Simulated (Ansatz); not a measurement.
**CH₄InO₂ radical: basis-set convergence**

One table from this session's results is given with a row withheld; the runs are named, their logs left out.

Computed with Ansatz 0.2.0, Gaussian basis. Level: one geometry, several basis sets.

Levels to be run: PBE0-D4/def2-SVP; ωB97M-V/def2-SVP; PBE0-D4/def2-QZVPP; ωB97M-V/def2-QZVPP; the functionals' def2-TZVPP values are taken from earlier runs.

## Structure used throughout

An earlier PBE0-D4 in a triple-zeta def2 set relaxation fixed the geometry. In takes the def2 core potential; no spin-orbit term is included.

SMILES `C[O][In][OH]`, 8 atoms, charge 0, spin multiplicity 2.

Atoms are counted from 1 here; the program's logs count them from 0.

Bond lengths: C1–O2 1.397 Å, C1–H5 1.097 Å, C1–H6 1.098 Å, C1–H7 1.098 Å, O2–In3 2.019 Å, In3–O4 2.005 Å, O4–H8 0.964 Å. Angles: O2–C1–H5 108.0°, O2–C1–H6 112.9°, O2–C1–H7 112.9°, H5–C1–H6 107.3°, H5–C1–H7 107.3°, H6–C1–H7 108.0°, C1–O2–In3 127.6°, O2–In3–O4 111.1°, In3–O4–H8 109.7°.

Set-up of the first run:

in.yaml reads:

```yaml
crystal:
  periodic: [false, false, false]
  atoms:
    - {symbol: C, position_ang: [-0.552458, 1.338807, 0.506459]}
    - {symbol: O, position_ang: [0.213226, 0.228739, 0.140344]}
    - {symbol: In, position_ang: [-0.424966, -1.474353, -0.737141]}
    - {symbol: O, position_ang: [1.096637, -2.743050, -1.043100]}
    - {symbol: H, position_ang: [0.118715, 2.081397, 0.954813]}
    - {symbol: H, position_ang: [-1.321634, 1.100070, 1.252681]}
    - {symbol: H, position_ang: [-1.046372, 1.818324, -0.348846]}
    - {symbol: H, position_ang: [1.916853, -2.349943, -0.725221]}
basis:
  gaussian: {orbitals: def2-SVP}
magnetization: {spin_polarized: true, initial_magnetization: 1}
hamiltonian: {xc: pbe0, dispersion: d4}
output: {orbitals: {seedname: orbitals}}
```

Started as:

```
$ ansatz run in.yaml --threads 2 --pin off --events-out ev --progress --plain --max-ram 32768MiB --backend cpu
```

Steps of the session up to this table: PBE0-D4 in def2-SVP; ωB97M-V in def2-SVP; PBE0-D4 in def2-QZVPP; ωB97M-V in def2-QZVPP.

One of the session's tables, all rows but one given; the rest of the session is left out.

It belongs to the step «Density functionals: the series». 

| functional | basis | HOMO (eV) | LUMO (eV) |
| --- | --- | --- | --- |
| PBE0-D4 | def2-SVP | -6.42 | -3.57 |
| PBE0-D4 | def2-TZVPP | -6.54 | -3.69 |
| PBE0-D4 | def2-QZVPP | ? | ? |
| ωB97M-V | def2-SVP | -8.52 | -1.92 |
| ωB97M-V | def2-TZVPP | -8.66 | -2.06 |
| ωB97M-V | def2-QZVPP | -8.70 | -2.16 |

Q: Estimate the row for PBE0-D4, def2-QZVPP from the others.

As computed: HOMO (eV): -6.58; LUMO (eV): -3.75. In the column «HOMO (eV)» it lies between ωB97M-V, def2-SVP (-8.52) and PBE0-D4, def2-TZVPP (-6.54).
